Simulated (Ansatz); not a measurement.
InSb3:

```xyz
4
Lattice="0.0000 3.7946 3.7946 3.7946 0.0000 3.7946 3.7946 3.7946 0.0000" Properties=species:S:1:pos:R:3 pbc="T T T"
Sb    3.7946    3.7946    3.7946
Sb    5.6918    5.6918    5.6918
Sb    1.8973    1.8973    1.8973
In    0.0000    0.0000    0.0000
```

The cell comes from a database or a generator and needn't be the stable form of this composition.

Below is the output of Ansatz 0.2.0 for this cell. Logs are shortened: lines on timing, memory, paths and dates and some standing lists are left out, and cuts for length are marked.

```text
Warning: RAYON_NUM_THREADS=2 ignored (pool sized by the plan → 2); use --threads N
LAPW: plane waves up to 6.402 Å⁻¹, error target 2.0e-3 eV per atom; small_component_spin mean_spin; In in spheres of 1.661 Å, 21 of its electrons in bands, Dirac shells []; Sb in spheres of 1.625 Å, 23 of its electrons in bands, Dirac shells [] (how accurate: hamiltonian.pseudopotentials.lapw.basis_error, Limitations)
Engine: ansatz 0.2.0, aarch64-unknown-linux-gnu
Pseudopotentials: kind: all_electron
Pseudopotential: Sb, LAPW, valence charge 23, lapw/all_electron/scalar/gaussian/Sb, Koelling and Harmon's equation, gaussian nucleus
Pseudopotential: In, LAPW, valence charge 21, lapw/all_electron/scalar/gaussian/In, Koelling and Harmon's equation, gaussian nucleus
Functional definition: SPW92
  exchange = slater_x
  correlation = pw_c
Crystal: 4 atoms, lattice volume = 109.273 Å³
Basis set: ecut = 156.16692781206007 eV, 531 PW (Γ), exchange–correlation at level 2
[... 32 lines left out ...]
  E_kinetic    = 724783.603815
  E_xc         = -17689.088817
  E_electrostatic = -1395658.262716  (all electrons and nuclei)
  E_smearing   = -0.032003  (= −TS)
  E_closure    = 0.000000  (closes the sum)
  E_atoms      = -688546.880921  (free atoms, spherical and without spin; not in F)
  Σ components = -688563.779721   (vs F -688563.779721, Δ=0.00e0)
  Basis errors (estimates in eV, not in F): energy 4.9e-4 per atom: plane waves 4.8e-4 (2.6e-4 summed), levels above the bands 2.0e-60, relativity 3.0e-9, radial functions 1.2e-5, core shells 5.2e-10; eigenvalues (radial functions only) 7.4e-6; not estimated: angular momenta, meshes, grids; target (lapw.basis_error) 2.0e-3; muffin-tin radii In 1.661 Å, Sb 1.625 Å
--- Forces (eV/Å), atoms counted from 1 ---
  atom   1  Sb     0.00000000    -0.00000000     0.00000000
  atom   2  Sb    -0.00000000     0.00000000     0.00000000
  atom   3  Sb     0.00000000     0.00000000     0.00000000
  atom   4  In     0.00000000    -0.00000000    -0.00000000
  max |Σ_I F_I| component: 2.89e-18 eV/Å
--- Stress (GPa, compression-positive) ---
       -4.219093       0.000000      -0.000000
        0.000000      -4.219093      -0.000000
       -0.000000      -0.000000      -4.219093
  P = ⅓ Tr σ = -4.2191 GPa (-42.191 kbar)
--- Band table (eV; the first three rows and the last of 16) ---
  k-point 0: bands = ["-130.4418", "-130.2073", "-130.2073", "-101.5052", "-83.5651", "-83.5651", "-83.5651", "-83.3308", "-83.3308", "-83.3308", "-83.3307", "-83.3307", "-83.3307", "-60.0983", "-60.0983", "-60.0983", "-15.5998", "-15.5998", "-15.5998", "-15.5961", "-15.5961", "-15.3731", "-15.3731", "-15.3710", "-15.3710", "-15.3710", "-15.3545", "-15.3545", "-15.3545", "-15.3456", "-15.3456", "-0.8746", "-0.8746", "-0.8746", "-0.8427", "-0.8427", "1.3363", "5.7196", "6.7133", "11.0710", "11.1812", "11.1812", "11.1812", "11.2537", "11.2537", "11.2537", "12.9079", "12.9079", "12.9079", "17.2100", "17.2100", "20.1820", "20.1820", "20.1820"]
  k-point 1: bands = ["-130.4418", "-130.2073", "-130.2073", "-101.5052", "-83.5651", "-83.5651", "-83.5651", "-83.3308", "-83.3308", "-83.3308", "-83.3307", "-83.3307", "-83.3307", "-60.0983", "-60.0983", "-60.0983", "-15.6003", "-15.6003", "-15.5994", "-15.5957", "-15.5957", "-15.3717", "-15.3717", "-15.3696", "-15.3696", "-15.3688", "-15.3571", "-15.3552", "-15.3552", "-15.3475", "-15.3475", "-0.8783", "-0.8730", "-0.8730", "-0.8433", "-0.8433", "1.5400", "5.4689", "6.3515", "9.9224", "10.5950", "10.5950", "10.7531", "11.6835", "11.6835", "13.0412", "13.0728", "13.0728", "14.5552", "17.9860", "17.9860", "18.6231", "19.7213", "19.7213"]
  k-point 2: bands = ["-130.4418", "-130.2073", "-130.2073", "-101.5052", "-83.5651", "-83.5651", "-83.5651", "-83.3308", "-83.3308", "-83.3308", "-83.3307", "-83.3307", "-83.3307", "-60.0983", "-60.0983", "-60.0983", "-15.6013", "-15.6013", "-15.5985", "-15.5948", "-15.5948", "-15.3674", "-15.3674", "-15.3668", "-15.3668", "-15.3644", "-15.3625", "-15.3568", "-15.3568", "-15.3525", "-15.3525", "-0.8864", "-0.8702", "-0.8702", "-0.8439", "-0.8439", "2.1322", "4.5409", "5.9100", "9.0003", "10.2834", "10.2834", "11.2998", "11.2998", "11.6057", "14.2513", "14.2513", "15.3627", "15.5558", "17.7552", "18.1148", "18.1148", "19.9430", "19.9430"]
  k-point 15: bands = ["-130.4418", "-130.2073", "-130.2073", "-101.5052", "-83.5651", "-83.5651", "-83.5651", "-83.3308", "-83.3308", "-83.3308", "-83.3307", "-83.3307", "-83.3307", "-60.0983", "-60.0983", "-60.0983", "-15.6029", "-15.6013", "-15.5977", "-15.5945", "-15.5935", "-15.3717", "-15.3695", "-15.3667", "-15.3666", "-15.3623", "-15.3618", "-15.3579", "-15.3546", "-15.3534", "-15.3495", "-0.8910", "-0.8722", "-0.8621", "-0.8533", "-0.8423", "3.7675", "3.8420", "4.4238", "7.0312", "9.6043", "10.1309", "11.7906", "12.5658", "14.6603", "15.0808", "15.4802", "15.5025", "16.6576", "17.5503", "17.9527", "17.9733", "20.5415", "21.2860"]
```

Q: What input gives this log?

A: Band structure with LDA, no spin polarisation. The files as run (others can give the same):

input.yaml
```yaml
crystal:
  lattice:
    - [0.0, 3.794555, 3.794555]
    - [3.794555, 0.0, 3.794555]
    - [3.794555, 3.794555, 0.0]
  atoms:
    - { symbol: Sb, position: [0.5, 0.5, 0.5] }
    - { symbol: Sb, position: [0.75, 0.75, 0.75] }
    - { symbol: Sb, position: [0.25, 0.25, 0.25] }
    - { symbol: In, position: [0.0, 0.0, 0.0] }
kpoints:
  mp_grid: { grid: [6, 6, 6] }
  band_path:
    path:
      - [0.0, 0.0, 0.0]
      - [0.5, 0.0, 0.5]
      - [0.5, 0.25, 0.75]
      - [0.375, 0.375, 0.75]
      - [0.0, 0.0, 0.0]
      - [0.5, 0.5, 0.5]
      - [0.625, 0.25, 0.625]
      - [0.5, 0.25, 0.75]
    npoints: 8
scf:
  occupations: { method: fermi_dirac, width: 0.05 }
hamiltonian:
  xc: lda
  pseudopotentials: { kind: all_electron, lapw: { basis_error: 0.002 } }
output:
  forces: true
  stress: true
  eigenvalues: true
```

Potentials or basis: all-electron LAPW, scalar-relativistic.
Command:
```bash
$ ansatz run input.yaml --threads 2 --pin off --max-ram 8192MiB --backend cpu --events-out ev --progress --plain --runs-dir out
```

Caveat: spin-orbit coupling is left out, which moves the levels of the heavy elements.
